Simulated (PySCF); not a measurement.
# C9H6N2: excited states, first hyperpolarisability

What do calculations give for the excited states, first hyperpolarisability of C9H6N2 (`[C-]#[N+]C=C=C=Cn1cccc1`)?

Computed with PySCF 2.14.0 and routines of our own; the level stands in each step. Atoms count from 0.

## 1. The system as given

17 atoms, charge 0, multiplicity 1; geometry from: GFN2-xTB.

## 2. Geometry optimisation at PBE0-D3(BJ)/def2-SVP

The job: settings as JSON, then the geometry in Å.

```
{"job": {"xc": "PBE0", "basis": "def2-SVP", "d3": "d3bj", "grid": 2, "kind": "geom"}, "charge": 0, "multiplicity": 1}
C      5.569877    -1.227019    -0.453244
N      4.639790    -0.527354    -0.338471
C      3.582930     0.300313    -0.203839
C      2.340936    -0.148246    -0.107360
C      1.183746    -0.611350    -0.020025
C     -0.048882    -1.086657     0.075254
N     -1.172488    -0.312842     0.213253
C     -1.214427     1.055726     0.272495
C     -2.513639     1.442087     0.403364
C     -3.303245     0.264094     0.427004
C     -2.452421    -0.792319     0.308135
H      3.814283     1.357820    -0.177953
H     -0.221844    -2.155435     0.045403
H     -0.313251     1.633343     0.216637
H     -2.876342     2.447974     0.476067
H     -4.370105     0.217560     0.519488
H     -2.651916    -1.845663     0.282265
```

Run with:

```bash
OMP_NUM_THREADS=1 python excited_run.py task.json out
```

The driver reads the jobs from task.json and runs them one after another.

Log:

```text
step   0  E = -455.05833523  max force = 0.016279
step   1  E = -455.06106708  max force = 0.002502
step   2  E = -455.06104015  max force = 0.001731
step   3  E = -455.06108722  max force = 0.000532
step   4  E = -455.06108937  max force = 0.000523
step   5  E = -455.06109077  max force = 0.000435
optimisation converged
```

Run time: 87 s. Hardware: 1 thread of Arm Neoverse V2, shared host; peak memory 0.84 GiB.

Relaxation path:

```csv
step,energy from step 0 (eV),largest force component (eV/Å)
0,0.0000,0.8371
1,-0.0743,0.1287
2,-0.0736,0.0890
3,-0.0749,0.0274
4,-0.0749,0.0269
5,-0.0750,0.0224
```

Close pairs (by a distance rule), those that changed most:

```csv
bond,before (Å),after (Å),change (Å)
N1–C2,1.349,1.366,+0.017
C8–H14,1.072,1.088,+0.016
C9–H15,1.072,1.088,+0.016
C10–H16,1.072,1.088,+0.015
C7–H13,1.072,1.087,+0.015
N6–C10,1.370,1.384,+0.014
C3–C4,1.249,1.263,+0.013
C8–C9,1.418,1.431,+0.012
```

The next job starts from the end point, and lists it.

```csv
at the end point,value
point group (found at 0.08 Å tolerance),Cs
"rotational constants (GHz, main isotopes)","5.773, 0.389, 0.364"
dipole moment (D),4.45
```

## 3. Excited states: TDA CAM-B3LYP/aug-cc-pVDZ

The job: settings as JSON, then the geometry in Å.

```
{"job": {"kind": "states", "xc": "CAM-B3LYP", "basis": "aug-cc-pVDZ", "tda": true, "soc": true, "nstates": 6, "ntriplets": 5, "nquad": 4}, "charge": 0, "multiplicity": 1}
C      5.273182    -1.076520    -0.685935
N      4.324204    -0.387383    -0.569991
C      3.244155     0.438466    -0.435973
C      1.992944    -0.008971    -0.338540
C      0.797537    -0.405147    -0.244162
C     -0.447139    -0.866480    -0.148134
N     -1.578871    -0.090435    -0.011115
C     -1.631694     1.287853     0.051731
C     -2.944959     1.652672     0.187539
C     -3.727805     0.455244     0.209013
C     -2.863021    -0.598148     0.085508
H      3.461825     1.511511    -0.411846
H     -0.633599    -1.944608    -0.175612
H     -0.720051     1.876980    -0.007038
H     -3.315134     2.673095     0.264470
H     -4.809214     0.384097     0.305271
H     -3.035130    -1.671661     0.056228
```

Method: TDA CAM-B3LYP/aug-cc-pVDZ excited states, vertical, gas phase, spin-orbit mean-field couplings.

Log:

```text
coarse grid: 15624 points
cycle   1  E = -455.6118863276  dE =  2.458e+00  |g| = 4.329e-01  |ddm| = 2.244e+01
cycle   2  E = -455.5983682624  dE =  1.352e-02  |g| = 5.428e-01  |ddm| = 3.293e+00
cycle   3  E = -455.6679404256  dE = -6.957e-02  |g| = 7.768e-02  |ddm| = 1.443e+00
cycle   4  E = -455.6690111225  dE = -1.071e-03  |g| = 5.141e-02  |ddm| = 3.091e-01
cycle   5  E = -455.6696858008  dE = -6.747e-04  |g| = 1.147e-02  |ddm| = 2.039e-01
cycle   6  E = -455.6697159807  dE = -3.018e-05  |g| = 6.014e-03  |ddm| = 4.618e-02
cycle   7  E = -455.6697258483  dE = -9.868e-06  |g| = 1.600e-03  |ddm| = 1.587e-02
final grid: 155088 points
cycle   8  E = -455.7089450751  dE = -2.514e-05  |g| = 4.101e-03  |ddm| = 3.411e-01
cycle   9  E = -455.7089428292  dE =  2.246e-06  |g| = 5.514e-03  |ddm| = 3.594e-02
cycle  10  E = -455.7089492660  dE = -6.437e-06  |g| = 8.546e-04  |ddm| = 1.308e-02
cycle  11  E = -455.7089494269  dE = -1.609e-07  |g| = 2.738e-04  |ddm| = 3.383e-03
cycle  12  E = -455.7089494469  dE = -2.001e-08  |g| = 1.440e-04  |ddm| = 1.224e-03
cycle  13  E = -455.7089494525  dE = -5.557e-09  |g| = 4.399e-05  |ddm| = 5.348e-04
cycle  14  E = -455.7089494531  dE = -6.384e-10  |g| = 1.461e-05  |ddm| = 1.877e-04
converged SCF energy = -455.7089494531

Singlet excitations
state   eV       nm        f     d(h-e)  d(exc)  Lambda  PR(NTO)  |dmu|/D   mu/D   main configurations
  1   4.2106   294.5   0.46411   2.445   4.477   0.545   1.065    7.944   12.343   H-1->L 0.56, H->L 0.40
  2   4.3441   285.4   1.01999   1.914   4.352   0.598   1.097    6.113   10.525   H->L 0.52, H-1->L 0.42
  3   4.4841   276.5   0.00001   0.228   3.352   0.346   1.395    1.061    5.465   H->L+1 0.32, H->L+4 0.22, H-3->L 0.15
  4   4.7044   263.5   0.00023   0.054   3.109   0.454   1.385    0.040    4.450   H-3->L 0.75
  5   5.6029   221.3   0.00307   0.674   4.609   0.325   1.039                     H->L+1 0.44, H->L+4 0.34
  6   5.8124   213.3   0.00713   1.157   4.561   0.197   1.607                     H-1->L+1 0.56, H->L+2 0.23

Triplet excitations (Tamm-Dancoff)
state   eV     d(h-e)  d(exc)  Lambda  PR(NTO)   main configurations
  1   2.0919   0.102   3.560   0.783   1.048   H->L 0.91
  2   3.3831   1.781   3.705   0.398   1.050   H-1->L 0.73, H-1->L+6 0.13
  3   4.2624   0.225   3.302   0.339   1.270   H->L+1 0.31, H->L+4 0.25, H->L+3 0.13
  4   4.3888   0.090   3.051   0.463   1.281   H-3->L 0.81
  5   4.4648   0.713   3.372   0.676   1.621   H-2->L 0.63, H->L+6 0.10
S1 - T1 = 2.1187 eV

Spin-orbit couplings |<S|Hso|T>| (cm-1)
             T1       T2       T3       T4       T5
S0        0.002    0.012    4.307   12.902    0.035
S1        0.018    0.012    0.674    1.369    0.014
S2        0.009    0.014    0.274    0.624    0.009
S3        0.328    0.164    0.004    0.024    0.601
S4        0.752    0.576    0.035    0.011    4.709
S5        0.516    0.001    0.145    0.004    1.228
S6        1.253    0.426    1.037    0.439    0.961
T1 sublevels (cm-1): 0.000 0.000 0.000   radiative rates (1/s): 0.000686 0.000154 1.75e-05
```

It took 1.8 min on 1 thread of Arm Neoverse V2, shared host; peak memory 1.4 GiB.

Key values:

```csv
quantity,value
S1 less T1,2.12 eV
```

Orbitals, density, ELF and potential are computed afterwards from the orbital file.

Frontier orbitals at CAM-B3LYP/aug-cc-pVDZ, with the share of their density that lies nearest to each atom:

```csv
orbital,energy (eV),lies on
HOMO,-7.61,"C2, C4 about 17 % each; N6 13 %; C5 11 %"
LUMO,-1.54,"C5 21 %; C2, C3 about 15 % each; C0, C4 about 11 % each"
```

ELF in a plane through or near 17 of the atoms.

Values, 10 rows by 14 columns:
```
0.00 0.00 0.00 0.00 0.00 0.00 0.00 0.00 0.00 0.00 0.00 0.00 0.00 0.00
0.00 0.00 0.00 0.00 0.00 0.00 0.00 0.01 0.00 0.01 0.00 0.00 0.00 0.00
0.00 0.02 0.24 0.01 0.00 0.00 0.42 0.99 0.21 0.98 0.01 0.00 0.00 0.00
0.00 0.93 0.94 0.28 0.01 0.52 0.28 0.96 0.34 0.96 0.01 0.01 0.00 0.00
0.00 0.98 0.81 0.82 0.08 0.90 0.65 0.58 0.87 0.63 0.87 0.90 0.00 0.00
0.00 0.51 0.55 0.68 0.32 0.12 0.63 0.11 0.67 0.65 0.86 0.86 0.00 0.00
0.00 0.00 0.09 0.21 0.96 0.18 0.04 0.99 0.31 0.63 0.10 0.00 0.00 0.00
0.00 0.00 0.00 0.69 0.98 0.00 0.01 0.98 0.06 0.98 0.92 0.00 0.00 0.00
0.00 0.00 0.00 0.00 0.01 0.00 0.00 0.01 0.00 0.55 0.17 0.00 0.00 0.00
0.00 0.00 0.00 0.00 0.00 0.00 0.00 0.00 0.00 0.00 0.00 0.00 0.00 0.00
```
The map spans 16.8 Å across and 9.6 Å up, centred on the molecule. Atoms in the plane (x, y in Å): C0 (-5.8, 0.7), N1 (-4.8, 0.1), C2 (-3.6, -0.6), C3 (-2.4, 0.0), C4 (-1.2, 0.5), C5 (0.0, 1.1), N6 (1.2, 0.4), C7 (1.4, -1.0), C8 (2.7, -1.2), C9 (3.4, 0.1), C10 (2.4, 1.0), H11 (-3.7, -1.7), H12 (0.0, 2.1), H13 (0.5, -1.6), H14 (3.2, -2.2), H15 (4.4, 0.2), H16 (2.5, 2.1).

On the surface of density 0.002 e/bohr³ the electrostatic potential runs, from the 1st to the 99th percentile, from -1.56 V near C0 to 1.69 V near H12.

## 4. Excited states: TDDFT CAM-B3LYP/aug-cc-pVDZ

Settings changed since step 3:

```diff
@@ -1,2 +1,2 @@
-{"job": {"kind": "states", "xc": "CAM-B3LYP", "basis": "aug-cc-pVDZ", "tda": true, "soc": true, "nstates": 6, "ntriplets": 5, "nquad": 4}, "charge": 0, "multiplicity": 1}
+{"job": {"kind": "states", "xc": "CAM-B3LYP", "basis": "aug-cc-pVDZ", "tpa": true, "nstates": 8, "nquad": 6, "ntriplets": 0}, "charge": 0, "multiplicity": 1}
 C      5.273182    -1.076520    -0.685935
```

Level: TDDFT CAM-B3LYP/aug-cc-pVDZ excited states, vertical, gas phase, two-photon moments by quadratic response.

Log:

```text
coarse grid: 15624 points
cycle   1  E = -455.6118863276  dE =  2.458e+00  |g| = 4.329e-01  |ddm| = 2.244e+01
cycle   2  E = -455.5983682624  dE =  1.352e-02  |g| = 5.428e-01  |ddm| = 3.293e+00
cycle   3  E = -455.6679404256  dE = -6.957e-02  |g| = 7.768e-02  |ddm| = 1.443e+00
cycle   4  E = -455.6690111225  dE = -1.071e-03  |g| = 5.141e-02  |ddm| = 3.091e-01
cycle   5  E = -455.6696858008  dE = -6.747e-04  |g| = 1.147e-02  |ddm| = 2.039e-01
cycle   6  E = -455.6697159807  dE = -3.018e-05  |g| = 6.014e-03  |ddm| = 4.618e-02
cycle   7  E = -455.6697258483  dE = -9.868e-06  |g| = 1.600e-03  |ddm| = 1.587e-02
final grid: 155088 points
cycle   8  E = -455.7089450751  dE = -2.514e-05  |g| = 4.101e-03  |ddm| = 3.411e-01
cycle   9  E = -455.7089428292  dE =  2.246e-06  |g| = 5.514e-03  |ddm| = 3.594e-02
cycle  10  E = -455.7089492660  dE = -6.437e-06  |g| = 8.546e-04  |ddm| = 1.308e-02
cycle  11  E = -455.7089494269  dE = -1.609e-07  |g| = 2.738e-04  |ddm| = 3.383e-03
cycle  12  E = -455.7089494469  dE = -2.001e-08  |g| = 1.440e-04  |ddm| = 1.224e-03
cycle  13  E = -455.7089494525  dE = -5.557e-09  |g| = 4.399e-05  |ddm| = 5.348e-04
cycle  14  E = -455.7089494531  dE = -6.384e-10  |g| = 1.461e-05  |ddm| = 1.877e-04
converged SCF energy = -455.7089494531

Singlet excitations
state   eV       nm        f     d(h-e)  d(exc)  Lambda  PR(NTO)  |dmu|/D   mu/D   delta(TPA)   sigma/GM   main configurations
  1   3.9878   310.9   0.93499   1.025   4.048   0.734   1.178    3.062    7.465      860.95      5.016   H->L 0.90
  2   4.2057   294.8   0.15503   3.210   4.646   0.395   1.035   10.297   14.706      180.02      1.167   H-1->L 0.92
  3   4.4574   278.2   0.00000   0.222   3.321   0.346   1.394    1.105    5.509        5.99      0.044   H->L+1 0.33, H->L+4 0.23, H->L+3 0.13
  4   4.6569   266.2   0.00017   0.071   3.110   0.463   1.260    0.036    4.383        4.13      0.033   H-3->L 0.78
  5   5.5985   221.5   0.00277   0.677   4.619   0.324   1.038    2.705    5.768       55.59      0.638   H->L+1 0.45, H->L+4 0.33
  6   5.8104   213.4   0.00699   1.155   4.574   0.197   1.639    3.865    6.753      106.15      1.313   H-1->L+1 0.54, H->L+2 0.25
  7   5.8593   211.6   0.00369   1.128   4.816   0.212   1.736                                            H->L+2 0.42, H-1->L+1 0.27
  8   5.9321   209.0   0.02925   0.758   3.929   0.684   1.644                                            H-2->L 0.79
```

Wall time 2 min (1 thread of Arm Neoverse V2, shared host); peak memory 1.4 GiB.

## 5. First hyperpolarisability: quadratic response CAM-B3LYP/aug-cc-pVDZ

Settings changed since step 4:

```diff
@@ -1,2 +1,2 @@
-{"job": {"kind": "states", "xc": "CAM-B3LYP", "basis": "aug-cc-pVDZ", "tpa": true, "nstates": 8, "nquad": 6, "ntriplets": 0}, "charge": 0, "multiplicity": 1}
+{"job": {"kind": "beta", "xc": "CAM-B3LYP", "basis": "aug-cc-pVDZ"}, "charge": 0, "multiplicity": 1}
 C      5.273182    -1.076520    -0.685935
```

With the program's defaults for keys left out, this is: quadratic response CAM-B3LYP/aug-cc-pVDZ first hyperpolarisability, Taylor convention, gas phase.

Log:

```text
coarse grid: 15624 points
cycle   1  E = -455.6118863276  dE =  2.458e+00  |g| = 4.329e-01  |ddm| = 2.244e+01
cycle   2  E = -455.5983682624  dE =  1.352e-02  |g| = 5.428e-01  |ddm| = 3.293e+00
cycle   3  E = -455.6679404256  dE = -6.957e-02  |g| = 7.768e-02  |ddm| = 1.443e+00
cycle   4  E = -455.6690111225  dE = -1.071e-03  |g| = 5.141e-02  |ddm| = 3.091e-01
cycle   5  E = -455.6696858008  dE = -6.747e-04  |g| = 1.147e-02  |ddm| = 2.039e-01
cycle   6  E = -455.6697159807  dE = -3.018e-05  |g| = 6.014e-03  |ddm| = 4.618e-02
cycle   7  E = -455.6697258483  dE = -9.868e-06  |g| = 1.600e-03  |ddm| = 1.587e-02
final grid: 155088 points
cycle   8  E = -455.7089450751  dE = -2.514e-05  |g| = 4.101e-03  |ddm| = 3.411e-01
cycle   9  E = -455.7089428292  dE =  2.246e-06  |g| = 5.514e-03  |ddm| = 3.594e-02
cycle  10  E = -455.7089492660  dE = -6.437e-06  |g| = 8.546e-04  |ddm| = 1.308e-02
cycle  11  E = -455.7089494269  dE = -1.609e-07  |g| = 2.738e-04  |ddm| = 3.383e-03
cycle  12  E = -455.7089494469  dE = -2.001e-08  |g| = 1.440e-04  |ddm| = 1.224e-03
cycle  13  E = -455.7089494525  dE = -5.557e-09  |g| = 4.399e-05  |ddm| = 5.348e-04
cycle  14  E = -455.7089494531  dE = -6.384e-10  |g| = 1.461e-05  |ddm| = 1.877e-04
converged SCF energy = -455.7089494531

Lowest singlets (eV, f): 3.9878 0.9350  4.2057 0.1550  4.4574 0.0000

First hyperpolarisability (au)
process     nm      |vector|   parallel      HRS      DR
static         -     1824.88    1092.83     796.44   4.263
shg       1907.0     2135.78    1279.95     928.13   4.339
eope      1907.0     1920.10    1150.15          -       -
shg       1064.0     3221.74    1932.74    1386.55   4.511
eope      1064.0     2160.68    1294.93          -       -
```

Run time: 1.8 min. Hardware: 1 thread of Arm Neoverse V2, shared host; peak memory 1.4 GiB.

## 6. Excited states: TDA CAM-B3LYP/aug-cc-pVDZ in toluene

Settings changed since step 5:

```diff
@@ -1,2 +1,2 @@
-{"job": {"kind": "beta", "xc": "CAM-B3LYP", "basis": "aug-cc-pVDZ"}, "charge": 0, "multiplicity": 1}
+{"job": {"kind": "states", "xc": "CAM-B3LYP", "basis": "aug-cc-pVDZ", "tda": true, "soc": true, "nstates": 6, "ntriplets": 5, "nquad": 4, "solvent": "toluene"}, "charge": 0, "multiplicity": 1}
 C      5.273182    -1.076520    -0.685935
```

With the program's defaults for keys left out, this is: TDA CAM-B3LYP/aug-cc-pVDZ excited states, vertical, IEF-PCM toluene (non-equilibrium response), spin-orbit mean-field couplings.

Log:

```text
coarse grid: 15624 points
cycle   1  E = -455.6207072973  dE =  2.450e+00  |g| = 4.206e-01  |ddm| = 2.245e+01
cycle   2  E = -455.6153336886  dE =  5.374e-03  |g| = 5.002e-01  |ddm| = 3.225e+00
cycle   3  E = -455.6739026705  dE = -5.857e-02  |g| = 7.090e-02  |ddm| = 1.412e+00
cycle   4  E = -455.6748938780  dE = -9.912e-04  |g| = 4.406e-02  |ddm| = 2.861e-01
cycle   5  E = -455.6753797457  dE = -4.859e-04  |g| = 6.554e-03  |ddm| = 1.781e-01
cycle   6  E = -455.6753911561  dE = -1.141e-05  |g| = 4.439e-03  |ddm| = 3.703e-02
cycle   7  E = -455.6753966841  dE = -5.528e-06  |g| = 1.405e-03  |ddm| = 1.448e-02
final grid: 155088 points
cycle   8  E = -455.7145825702  dE = -2.537e-05  |g| = 4.081e-03  |ddm| = 3.445e-01
cycle   9  E = -455.7145802933  dE =  2.277e-06  |g| = 5.475e-03  |ddm| = 3.617e-02
cycle  10  E = -455.7145867073  dE = -6.414e-06  |g| = 8.610e-04  |ddm| = 1.376e-02
cycle  11  E = -455.7145868776  dE = -1.703e-07  |g| = 2.288e-04  |ddm| = 3.545e-03
cycle  12  E = -455.7145868927  dE = -1.516e-08  |g| = 1.188e-04  |ddm| = 1.163e-03
cycle  13  E = -455.7145868963  dE = -3.558e-09  |g| = 3.338e-05  |ddm| = 4.563e-04
cycle  14  E = -455.7145868967  dE = -3.990e-10  |g| = 1.388e-05  |ddm| = 1.485e-04
converged SCF energy = -455.7145868967

Singlet excitations
state   eV       nm        f     d(h-e)  d(exc)  Lambda  PR(NTO)  |dmu|/D   mu/D   main configurations
  1   3.9710   312.2   1.50748   0.936   4.099   0.764   1.095    3.934    9.071   H->L 0.92
  2   4.2152   294.1   0.14989   3.335   4.703   0.384   1.016   13.079   18.220   H-1->L 0.95
  3   4.5104   274.9   0.00002   0.215   3.307   0.355   1.635    1.178    6.319   H->L+1 0.27, H-3->L 0.24, H->L+4 0.18
  4   4.6893   264.4   0.00019   0.050   3.148   0.432   1.625    0.379    5.522   H-3->L 0.70, H->L+1 0.11
  5   5.6148   220.8   0.00433   0.605   4.594   0.331   1.040                     H->L+1 0.47, H->L+4 0.33
  6   5.8217   213.0   0.00822   1.215   4.596   0.217   1.927                     H->L+2 0.33, H-1->L+1 0.31

Triplet excitations (Tamm-Dancoff)
state   eV     d(h-e)  d(exc)  Lambda  PR(NTO)   main configurations
  1   2.1011   0.112   3.572   0.780   1.048   H->L 0.91
  2   3.3562   1.820   3.736   0.398   1.048   H-1->L 0.74, H-1->L+6 0.13
  3   4.2923   0.190   3.250   0.354   1.617   H->L+1 0.25, H-3->L 0.23, H->L+4 0.19
  4   4.3810   0.033   3.089   0.433   1.621   H-3->L 0.71, H->L+1 0.08
  5   4.4668   0.762   3.386   0.679   1.623   H-2->L 0.63, H->L+6 0.10
S1 - T1 = 1.8699 eV

Spin-orbit couplings |<S|Hso|T>| (cm-1)
             T1       T2       T3       T4       T5
S0        0.004    0.010    1.697   13.809    0.037
S1        0.008    0.019    1.004    1.275    0.003
S2        0.019    0.004    0.241    0.357    0.016
S3        0.441    0.231    0.007    0.028    1.163
S4        0.887    0.541    0.046    0.017    4.453
S5        0.625    0.003    0.103    0.009    1.181
S6        2.075    0.327    2.045    1.298    1.868
T1 sublevels (cm-1): 0.000 0.000 0.000   radiative rates (1/s): 0.00199 0.000236 1.26e-05
```

It took 1.7 min on 1 thread of Arm Neoverse V2, shared host; peak memory 1.4 GiB.

Key values:

```csv
quantity,value
S1 less T1,1.87 eV
```

## 7. Outcome

| quantity | value |
| --- | --- |
| point group | Cs |
| rotational constants (main isotopes) | 5.77, 0.39, 0.36 GHz |
| S1 less T1 (step 3, TDA CAM-B3LYP/aug-cc-pVDZ) | 2.12 eV |
| surface potential, 1st and 99th percentile | -1.56 V and 1.69 V |
| β vector (step 5, quadratic response CAM-B3LYP/aug-cc-pVDZ) | static 1825, SHG 1907.0 nm 2136, SHG 1064.0 nm 3222 au |
| S1 less T1 (step 6, TDA CAM-B3LYP/aug-cc-pVDZ in toluene) | 1.87 eV |

The optimisation took 5 steps and gained 0.075 eV; among the close pairs (by a distance rule), N1–C2 changed most, from 1.349 to 1.366 Å. In step 3, the number of triplets below S1 is 2, and the largest singlet-triplet spin-orbit coupling is S0–T4, 12.90 cm⁻¹. At CAM-B3LYP/aug-cc-pVDZ, counted by nearest atom on the grid, the HOMO lies on C2, C4 about 17 % each; N6 13 %, the LUMO on C5 21 %; C2, C3 about 15 % each. β grows from 1825 au (static) to 3222 au for doubling at 1064.0 nm: normal dispersion, which grows as twice the photon energy moves toward the bright states. In step 6, the number of triplets below S1 is 2, and the largest singlet-triplet spin-orbit coupling is S0–T4, 13.81 cm⁻¹.
